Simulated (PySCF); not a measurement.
# [Gd(NO2)]2+: forces at shaken geometries

How stiff is [Gd(NO2)]2+? Its atoms are displaced at random by several amounts. The structure is generated, not taken from experiment.

Program: PySCF 2.14.0. Level of theory: BP86, Gd lcecp-1-SVP with ECP53, O def2-SVP, N def2-SVP; scalar-relativistic core potentials, no spin–orbit coupling. These are calculated values, not measurements.

4 further runs of the same task are left out: 2 for a known fault of the program, 2 that didn't finish. Runs told in other sessions of the task aren't counted.

## (1) Starting geometry

4 atoms, charge 2, spin multiplicity 1.

Bond lengths: Gd1–O2 2.211 Å, Gd1–O3 2.211 Å, Gd1–N4 2.687 Å, O2–N4 1.298 Å, O3–N4 1.298 Å. Angles: O2–Gd1–O3 57.4°, O2–Gd1–N4 28.7°, O3–Gd1–N4 28.7°, Gd1–O2–N4 96.5°, Gd1–O3–N4 96.5°, Gd1–N4–O2 54.9°, Gd1–N4–O3 54.9°, O2–N4–O3 109.7°.

Coordinates:

```xyz
4
GdNO2
Gd    0.0000    0.0000   -0.3452
O     1.0613    0.0000    1.5949
O    -1.0613    0.0000    1.5949
N     0.0000    0.0000    2.3420
```

Formal oxidation states: Gd +3. Each metal's 7 4f electrons lie in its core potential, so multiplicities, spins and levels count the valence alone. An earlier session relaxed this geometry at BP86, Gd lcecp-1-SVP with ECP53, O def2-SVP, N def2-SVP (singlet, point group C2v).

Its energy there is -240.243777 Eh.

## (2) Atoms moved at random, σ = 0.03 Å

Contents of run.py (the lines that set the calculation):

```python
mol = gto.M(atom='''
Gd    -0.03130     0.01052    -0.34853
O      1.04367     0.01206     1.58283
O     -1.01870    -0.06117     1.61786
N      0.00633     0.03859     2.33440''',
    basis={'Gd': 'lcecp-1-SVP', 'O': 'def2-SVP', 'N': 'def2-SVP'},
    ecp={'Gd': 'lcecp-1-SVP'},
    charge=2, spin=0)
mf = dft.RKS(mol, xc='B88,P86')
mf.grids.atom_grid = (50, 194)  # f atoms: unpruned, at least (60, 302)
mf = mf.density_fit()  # fitting sets: Gd AutoAux, O def2-universal-JKFIT, N def2-universal-JKFIT
mf.conv_tol = 1e-08; mf.max_cycle = 55
mf.kernel(dm0)  # dm0: the density of the relaxed state
```

On the command line:

```bash
> OMP_NUM_THREADS=2 python run.py
```

Standard output:

```text
init E= -240.279178802604
  HOMO = -0.661654977248002  LUMO = -0.580395518481588  gap/eV = 2.21118
cycle= 1 E= -240.241031465942  delta_E= 0.0381  |g|= 0.0506  |ddm|= 0.353
  HOMO = -0.664328894850478  LUMO = -0.582990298878091  gap/eV = 2.21334
cycle= 2 E= -240.238200417777  delta_E= 0.00283  |g|= 0.129  |ddm|= 0.15
  HOMO = -0.661495632025755  LUMO = -0.581381366223166  gap/eV = 2.18002
cycle= 3 E= -240.241267105464  delta_E= -0.00307  |g|= 0.0401  |ddm|= 0.112
  HOMO = -0.660842518345728  LUMO = -0.581124866850828  gap/eV = 2.16923
cycle= 4 E= -240.241538016173  delta_E= -0.000271  |g|= 0.0174  |ddm|= 0.0429
  HOMO = -0.661734143322654  LUMO = -0.581446484121411  gap/eV = 2.18474
cycle= 5 E= -240.241599125782  delta_E= -6.11e-05  |g|= 0.00312  |ddm|= 0.0143
  HOMO = -0.661858112680292  LUMO = -0.581448789779248  gap/eV = 2.18805
cycle= 6 E= -240.241601264296  delta_E= -2.14e-06  |g|= 0.000954  |ddm|= 0.00485
  HOMO = -0.661743714070294  LUMO = -0.58143847863483  gap/eV = 2.18522
cycle= 7 E= -240.24160155986  delta_E= -2.96e-07  |g|= 0.000409  |ddm|= 0.00172
  HOMO = -0.661774478034353  LUMO = -0.581442814712641  gap/eV = 2.18594
cycle= 8 E= -240.241601536653  delta_E= 2.32e-08  |g|= 3.11e-05  |ddm|= 0.000587
  HOMO = -0.661771606330547  LUMO = -0.58144004797855  gap/eV = 2.18593
cycle= 9 E= -240.241601536861  delta_E= -2.09e-10  |g|= 4.27e-06  |ddm|= 3.6e-05
  HOMO = -0.661771833504581  LUMO = -0.581440095888514  gap/eV = 2.18594
Extra cycle  E= -240.241601536846  delta_E= 1.5e-11  |g|= 9.42e-06  |ddm|= 1.34e-05
converged SCF energy = -240.241601536846
```

It took 2.5 s on 2 threads of Arm Neoverse V1, shared host.

It gives: E = -240.241602 Eh (+0.059 eV from the relaxed state), HOMO -18.01 eV, LUMO -15.82 eV, Mulliken charge on Gd1 +1.98 e, largest force component 2.086 eV/Å. 

| atom | Fx | Fy | Fz (eV/Å) |
| --- | --- | --- | --- |
| Gd1 | 0.143 | -0.018 | -0.226 |
| O2 | 1.152 | 0.054 | -0.407 |
| O3 | -2.086 | -0.118 | -0.644 |
| N4 | 0.791 | 0.082 | 1.277 |

## (3) Atoms moved at random, σ = 0.03 Å

run.py (the lines that set the calculation), as its differences from that of step 2:

```diff
@@ -1,6 +1,6 @@
 mol = gto.M(atom='''
-Gd    -0.03130     0.01052    -0.34853
-O      1.04367     0.01206     1.58283
-O     -1.01870    -0.06117     1.61786
-N      0.00633     0.03859     2.33440''',
+Gd     0.01893    -0.02712    -0.33629
+O      0.99437     0.00450     1.58773
+O     -1.04588    -0.01093     1.59953
+N      0.03258     0.03355     2.33560''',
     basis={'Gd': 'lcecp-1-SVP', 'O': 'def2-SVP', 'N': 'def2-SVP'},
```

On the command line:

```bash
> OMP_NUM_THREADS=2 python run.py
```

Standard output:

```text
init E= -240.307801812047
  HOMO = -0.658030266799681  LUMO = -0.577038242335581  gap/eV = 2.20391
cycle= 1 E= -240.228761115779  delta_E= 0.079  |g|= 0.194  |ddm|= 0.348
  HOMO = -0.66153971264038  LUMO = -0.586478305927116  gap/eV = 2.04252
cycle= 2 E= -240.100271941935  delta_E= 0.128  |g|= 0.821  |ddm|= 0.716
  HOMO = -0.666576151529405  LUMO = -0.582971494630023  gap/eV = 2.27500
cycle= 3 E= -240.236285482987  delta_E= -0.136  |g|= 0.0445  |ddm|= 0.572
  HOMO = -0.661829701726951  LUMO = -0.582492856592118  gap/eV = 2.15887
cycle= 4 E= -240.236423522193  delta_E= -0.000138  |g|= 0.0381  |ddm|= 0.0925
  HOMO = -0.66460285305028  LUMO = -0.582717215285054  gap/eV = 2.22822
cycle= 5 E= -240.236780474241  delta_E= -0.000357  |g|= 0.00596  |ddm|= 0.0456
  HOMO = -0.664743048800506  LUMO = -0.582843958599394  gap/eV = 2.22859
cycle= 6 E= -240.236785382375  delta_E= -4.91e-06  |g|= 0.00328  |ddm|= 0.00637
  HOMO = -0.664457698606874  LUMO = -0.582742409992566  gap/eV = 2.22359
cycle= 7 E= -240.236787872593  delta_E= -2.49e-06  |g|= 0.000582  |ddm|= 0.00329
  HOMO = -0.664475121011471  LUMO = -0.582735466466893  gap/eV = 2.22425
cycle= 8 E= -240.236787959616  delta_E= -8.7e-08  |g|= 0.000129  |ddm|= 0.000869
  HOMO = -0.664471098538996  LUMO = -0.582731559784129  gap/eV = 2.22425
cycle= 9 E= -240.236787963892  delta_E= -4.28e-09  |g|= 2.31e-05  |ddm|= 0.000189
  HOMO = -0.664475238237568  LUMO = -0.582732567045625  gap/eV = 2.22433
Extra cycle  E= -240.236787962855  delta_E= 1.04e-09  |g|= 7.33e-05  |ddm|= 8.68e-05
converged SCF energy = -240.236787962855
```

It took 2.5 s on 2 threads of Arm Neoverse V1, shared host.

Read off: E = -240.236788 Eh (+0.190 eV from the relaxed state), HOMO -18.08 eV, LUMO -15.86 eV, Mulliken charge on Gd1 +1.97 e, largest force component 4.292 eV/Å. 

| atom | Fx | Fy | Fz (eV/Å) |
| --- | --- | --- | --- |
| Gd1 | -0.563 | -0.021 | -0.726 |
| O2 | 4.292 | -0.043 | -1.149 |
| O3 | -0.848 | 0.006 | -0.007 |
| N4 | -2.881 | 0.058 | 1.881 |

## (4) Atoms moved at random, σ = 0.1 Å

run.py (the lines that set the calculation), as its differences from that of step 3:

```diff
@@ -1,6 +1,6 @@
 mol = gto.M(atom='''
-Gd     0.01893    -0.02712    -0.33629
-O      0.99437     0.00450     1.58773
-O     -1.04588    -0.01093     1.59953
-N      0.03258     0.03355     2.33560''',
+Gd    -0.02362    -0.09671    -0.37752
+O      1.01149     0.04377     1.56464
+O     -1.04901     0.12815     1.63662
+N      0.06114    -0.07521     2.36282''',
     basis={'Gd': 'lcecp-1-SVP', 'O': 'def2-SVP', 'N': 'def2-SVP'},
```

On the command line:

```bash
> OMP_NUM_THREADS=2 python run.py
```

Standard output:

```text
init E= -240.150617914365
  HOMO = -0.696982875652072  LUMO = -0.605050594238879  gap/eV = 2.50160
cycle= 1 E= -240.217323302049  delta_E= -0.0667  |g|= 0.296  |ddm|= 0.85
  HOMO = -0.618767523861226  LUMO = -0.579442312186091  gap/eV = 1.07009
cycle= 2 E= -239.78153336321  delta_E= 0.436  |g|= 1.44  |ddm|= 1.34
  HOMO = -0.663115864278907  LUMO = -0.574839987764221  gap/eV = 2.40211
cycle= 3 E= -240.234777548692  delta_E= -0.453  |g|= 0.106  |ddm|= 1.11
  HOMO = -0.671139053939839  LUMO = -0.581722277940806  gap/eV = 2.43315
cycle= 4 E= -240.236111882667  delta_E= -0.00133  |g|= 0.082  |ddm|= 0.15
  HOMO = -0.669582612925243  LUMO = -0.58132159617458  gap/eV = 2.40170
cycle= 5 E= -240.23725559517  delta_E= -0.00114  |g|= 0.0256  |ddm|= 0.0613
  HOMO = -0.668704530190457  LUMO = -0.581133595953095  gap/eV = 2.38293
cycle= 6 E= -240.237379914679  delta_E= -0.000124  |g|= 0.00823  |ddm|= 0.03
  HOMO = -0.669481779810031  LUMO = -0.581137328277902  gap/eV = 2.40397
cycle= 7 E= -240.237399785933  delta_E= -1.99e-05  |g|= 0.00286  |ddm|= 0.0125
  HOMO = -0.66929453444433  LUMO = -0.581035002534434  gap/eV = 2.40166
cycle= 8 E= -240.237401693555  delta_E= -1.91e-06  |g|= 0.000572  |ddm|= 0.0032
  HOMO = -0.669319964543956  LUMO = -0.581040910097054  gap/eV = 2.40220
cycle= 9 E= -240.237401778234  delta_E= -8.47e-08  |g|= 6.89e-05  |ddm|= 0.000656
  HOMO = -0.669322187332156  LUMO = -0.581043675483444  gap/eV = 2.40218
cycle= 10 E= -240.237401779267  delta_E= -1.03e-09  |g|= 7.13e-06  |ddm|= 7.13e-05
  HOMO = -0.669322864186388  LUMO = -0.581043650124391  gap/eV = 2.40220
Extra cycle  E= -240.237401779265  delta_E= 2.1e-12  |g|= 7.82e-06  |ddm|= 1.68e-05
converged SCF energy = -240.237401779265
```

Run time: 2.6 s. Hardware: 2 threads of Arm Neoverse V1, shared host.

Result: E = -240.237402 Eh (+0.173 eV from the relaxed state), HOMO -18.21 eV, LUMO -15.81 eV, Mulliken charge on Gd1 +1.99 e, largest force component 2.560 eV/Å. 

| atom | Fx | Fy | Fz (eV/Å) |
| --- | --- | --- | --- |
| Gd1 | -0.518 | 0.174 | 0.663 |
| O2 | 2.560 | -0.161 | -0.399 |
| O3 | 0.351 | -0.499 | 0.394 |
| N4 | -2.394 | 0.486 | -0.658 |

## (5) The displacements side by side

| σ (Å) | energy rise (eV) | harmonic estimate −½ F·u (eV) | largest force component (eV/Å) |
| --- | --- | --- | --- |
| 0.03 | 0.059 | 0.058 | 2.09 |
| 0.03 | 0.190 | 0.206 | 4.29 |
| 0.1 | 0.173 | 0.194 | 2.56 |

Every displacement raises the energy. For a harmonic well the rise equals −½ F·u; the two differ by at most 12 % here (a move with σ = 0.1 Å), from anharmonicity, the grid and the small forces left at the relaxed point. The bases are small and lack diffuse functions. Spin–orbit coupling is left out. The core potential fixes the 4f count, so no charge can pass from the ligands into that shell.
